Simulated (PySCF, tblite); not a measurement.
**C₇H₇O₂ radical: geometry, infrared bands and EPR parameters**

What infrared bands and EPR parameters should C₇H₇O₂ radical (`[H]/[C]=C\C1=C(C)[C@H]1OC=O`) show?

Programs: tblite 0.8.0 and PySCF 2.14.0, with density-fitted response routines of our own. Each step states its level of theory. These are calculated values for one molecule in the gas phase, unless marked as measured. Atoms are numbered from 0 throughout.

## (1) The starting structure

16 atoms, charge 0, multiplicity 2; geometry from: force field or distance geometry start.

Bonds of the start (Å): C0–C1 1.30, C1–C2 1.37, C2–C3 1.30, C3–C4 1.45, C3–C5 1.44, C5–O6 1.44, O6–C7 1.35, C7–O8 1.23, C5–C2 1.46, C0–H9 1.06, C1–H10 1.09, C4–H11 1.09, C4–H12 1.09, C4–H13 1.08, C5–H14 1.08, C7–H15 1.11.

## (2) Geometry optimisation with GFN2-xTB

Job settings and geometry (Å):

```
{"job": {"kind": "relax", "xc": "GFN2-xTB", "basis": "xTB"}, "charge": 0, "multiplicity": 2}
C      3.012500     0.825700     0.548100
C      2.273800    -0.240500     0.634800
C      0.988400    -0.306500     0.160400
C     -0.143500    -0.892900    -0.085800
C     -1.089600    -1.985900    -0.069900
C     -0.039900     0.482200    -0.510900
O     -0.731900     1.559200     0.157000
C     -1.899900     1.953300    -0.389600
O     -2.415700     1.495700    -1.404400
H      3.592100     1.710000     0.475700
H      2.686800    -1.132800     1.114700
H     -0.665200    -2.878400     0.394000
H     -1.384500    -2.245800    -1.088600
H     -1.988500    -1.712700     0.472200
H      0.137900     0.620700    -1.570900
H     -2.340100     2.757600     0.229100
```

Run with:

```
> OMP_NUM_THREADS=1 python probes_run.py task.json out
```

This one command runs all jobs of the session in turn.

**Question.** This job is followed by: GFN2-xTB harmonic vibrations, gas phase; UKS B3LYP, pcH-1 on C H O, non-relativistic, mean-field spin-orbit, GIAO. What will the session give for the following? strongest single infrared mode (GFN2-xTB); zero-point energy (GFN2-xTB); g(iso) (B3LYP); ⟨S²⟩; largest a(iso) (averaged by class); potential on the surface of density 0.002 e/bohr³, 1st and 99th percentile.

The runs gave:

| quantity | value |
| --- | --- |
| strongest single infrared mode (GFN2-xTB) | 1785 cm⁻¹, 539 km/mol |
| zero-point energy (GFN2-xTB) | 71.9 kcal/mol |
| g(iso) (B3LYP) | 2.00226 |
| ⟨S²⟩ | 0.764 (exact 0.75) |
| largest a(iso) (averaged by class) | 13C on C0, 334.9 MHz |
| potential on the surface of density 0.002 e/bohr³, 1st and 99th percentile | -1.71 V and 1.17 V |

What this shows: Relaxing lowered the energy by 0.470 eV in 58 steps; the close pair that moved most is C1–C2, from 1.372 to 1.440 Å. The lowest mode is slightly imaginary (20i cm⁻¹), a soft motion within the noise of the Hessian, so the minimum is not strictly shown. The strongest single mode, at 1785 cm⁻¹, moves mainly C7 and O8. GFN2-xTB is a fitted tight-binding method: band positions and strengths are rough. Its intensities can rank the bands wrongly. Most of the unpaired spin sits on C0 (1.08 e). The isotropic g lies 0.1 ppt below the free-electron value. These values are for one conformer; the search (at its own cheap level) found 2 more, at 0.15, 0.37 kcal/mol, and measured spectra average over such forms.
